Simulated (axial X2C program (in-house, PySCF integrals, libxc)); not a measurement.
**Linear OCoO²⁺ at several levels**

An exercise on one series of results from a longer session: the logs are not shown, and one member is left open.

Program: an in-house X2C program for linear molecules on PySCF integrals. Level of theory: all-electron X2C, two-component (2c) or spin-free, O dyall-av3z, Co dyall-v3z. These are calculated values, not measurements.

All values are calculated.

2 further runs of the same task are left out: 2 set aside as unsound or not needed.

The first run:

task.json reads:

```json
{"zs": [8, 27, 8], "q": 2, "bas": ["dyall-av3z", "dyall-v3z", "dyall-av3z"], "r0": [1.6, 1.6], "symm": 1, "scan": ["PBE0", "HF", "TPSSh"], "levels": ["PBE0", "HF", "TPSSh"], "nst": 2}
```

Keys: zs atomic numbers; q charge; bas basis sets; r0 starting distance in Å; symm equal bonds; scan levels of the two-bond scan; levels methods; nst determinants followed.

Launch:

```console
> python solin.py task.json out
```

Masses O 15.995, Co 58.933, O 15.995 u.

Steps of the session up to this table: Scan at PBE0, 2c; Scan at TPSSh, 2c; Scan at PBE0, spin-free.

One of the session's tables, all rows but one given; the rest of the session is left out.

```
           level  r(O–Co) (Å)  r(Co–O) (Å)  lower stretch (cm⁻¹)  upper stretch (cm⁻¹)
        PBE0, 2c        1.991        1.991                 331.2                 363.3
       TPSSh, 2c        1.963        1.963                 338.0                 345.6
 PBE0, spin-free        1.990        1.990                 331.2                 363.4
TPSSh, spin-free            ?            ?                     ?                     ?
```

**Question.** Estimate the row for TPSSh, spin-free.

The run gave: r(O–Co) (Å): 1.962; r(Co–O) (Å): 1.962; lower stretch (cm⁻¹): 338.1; upper stretch (cm⁻¹): 345.8. In the column «r(O–Co) (Å)» it is the lowest.

Scans not shown above were run alike.

A multiply charged ion may be only metastable. The molecule was held linear; bending was not examined, so a bent shape may lie lower. Note: several unpaired electrons, one determinant need not be a pure state.
